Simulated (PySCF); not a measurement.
**Be: the SCF solver's settings**

Do solver options change the result for Be, or only the number of cycles?

Computed with PySCF 2.14.0. Level: each script names its method and basis.

2 further runs of the same task are left out: 2 that didn't finish.

### 1 The atom

Be: 1 atom, charge 0, spin multiplicity 1.

### 2 The base run

input.py

```python
from pyscf import gto, dft

mol = gto.M(
    atom='Be 0 0 0',
    basis='cc-pvdz',
    charge=0,
    spin=0,
    symmetry=True,
    verbose=4,
)
mf = dft.RKS(mol, xc='lda,vwn')
mf = mf.density_fit(auxbasis='def2-universal-jkfit')
mf.kernel()
mf.analyze()
print('orbital energies (hartree):', mf.mo_energy[..., max(0, mol.nelec[1]-3):mol.nelec[0]+3].round(4))
```

Started as:

```console
OMP_NUM_THREADS=1 python input.py
```

Its log is not repeated here.

It gives: E(SCF) = -14.443536 Eh, 4 cycles.

### 3 Initial guess 1e

Edit 1 changes initial guess: minao → 1e.

input.py

```python
from pyscf import gto, dft

mol = gto.M(
    atom='Be 0 0 0',
    basis='cc-pvdz',
    charge=0,
    spin=0,
    symmetry=True,
    verbose=4,
)
mf = dft.RKS(mol, xc='lda,vwn')
mf = mf.density_fit(auxbasis='def2-universal-jkfit')
mf.init_guess = '1e'
mf.kernel()
mf.analyze()
print('orbital energies (hartree):', mf.mo_energy[..., max(0, mol.nelec[1]-3):mol.nelec[0]+3].round(4))
```

Started as:

```console
OMP_NUM_THREADS=1 python input.py
```

### 4 Point-group symmetry off

Edit 2 changes point-group symmetry: on → off.

Edit input.py of step 2 so:

```diff
@@ -7,3 +7,2 @@
     spin=0,
-    symmetry=True,
     verbose=4,
```

### 5 Convergence threshold 1e-13 hartree

Edit 3 changes convergence threshold: default → 1e-13 hartree.

Edit input.py of step 2 so:

```diff
@@ -12,2 +12,3 @@
 mf = mf.density_fit(auxbasis='def2-universal-jkfit')
+mf.conv_tol = 1e-13
 mf.kernel()
```

### 6 Damping 0.2

Edit 4 changes damping: none → 0.2.

Edit input.py of step 2 so:

```diff
@@ -12,2 +12,4 @@
 mf = mf.density_fit(auxbasis='def2-universal-jkfit')
+mf.damp = 0.2
+mf.diis_start_cycle = 8
 mf.kernel()
```

Before running it: what results should come out? Wanted: for each run, E(SCF); from base; gap.

**Answer**, as computed:

| run | E(SCF) (hartree) | from base (eV) | cycles | gap (eV) |
| --- | --- | --- | --- | --- |
| base | -14.443536 | 0 | 4 | 3.55 |
| initial guess 1e | -14.443536 | 0.0000 | 5 | 3.55 |
| point-group symmetry off | -14.443536 | 0.0000 | 4 | 3.55 |
| convergence threshold 1e-13 hartree | -14.443536 | 0.0000 | 5 | 3.55 |
| damping 0.2 | -14.443536 | 0.0000 | 4 | 3.55 |

Distance from each run's final energy (log10 hartree) by cycle:

| run | cycle 1 | cycle 2 | cycle 3 | cycle 5 | cycle 8 | cycle 12 |
| --- | --- | --- | --- | --- | --- | --- |
| base | -4.0 | -5.4 | -10.0 | done | done | done |
| initial guess 1e | -2.6 | -3.9 | -8.0 | < -11 | done | done |
| point-group symmetry off | -4.0 | -5.4 | -10.0 | done | done | done |
| convergence threshold 1e-13 hartree | -4.0 | -5.4 | -10.0 | < -11 | done | done |
| damping 0.2 | -4.0 | -7.4 | -9.9 | done | done | done |

The SCF energy stays the same, to the digits that matter, with initial guess 1e or point-group symmetry off or convergence threshold 1e-13 hartree or damping 0.2. With initial guess 1e, point-group symmetry off, damping 0.2 the path hardly changes: 4 to 5 cycles against 4.
